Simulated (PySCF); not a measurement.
# C2H7BF2O: the cost of one run

The runs use PySCF 2.14.0, with density-fitted response routines of our own; the level of theory stands in each step. All values are computed, except where a source is named. Atoms count from 0, in the outputs and in this text.

## 1. The molecule as given

13 atoms, charge 0, multiplicity 1; geometry from: GFN2-xTB. The atoms were then displaced at random by about 0.01 Å, so the start is not that level's minimum.

Bonds of the start (Å): C0–O1 1.42, O1–B2 1.71, B2–F3 1.37, O1–C4 1.39, C4–F5 1.37, C0–H6 1.11, C0–H7 1.08, C0–H8 1.05, B2–H9 1.19, B2–H10 1.17, C4–H11 1.10, C4–H12 1.10.

## 2. Geometry optimisation at PBE0-D3(BJ)/def2-SVP

The job: settings as JSON, then the geometry in Å.

```
{"job": {"xc": "PBE0", "basis": "def2-SVP", "d3": "d3bj", "grid": 1, "shake": 0.01, "kind": "geom"}, "charge": 0, "multiplicity": 1}
C     -1.164610    -0.764970    -0.118800
O     -0.076020     0.067490    -0.507850
B      1.407310    -0.680800    -0.088140
F      1.399290    -0.629260     1.284750
C     -0.116260     1.333410     0.058590
F     -1.197220     2.018710    -0.420780
H     -2.101920    -0.222470    -0.372670
H     -1.132150    -0.957660     0.940870
H     -1.112150    -1.656170    -0.673740
H      2.236960     0.048110    -0.526470
H      1.316120    -1.771270    -0.514690
H      0.793070     1.883660    -0.224890
H     -0.246600     1.314350     1.153490
```

Launch:

```sh
$ OMP_NUM_THREADS=1 python probes_run.py task.json out
```

One launch serves the whole session: the jobs run in the order shown.

**Question.** How long does this first job take on 1 thread of Arm Neoverse V2, shared host, and how much memory does it need?

About 62 s, with a peak of 0.5 GiB.
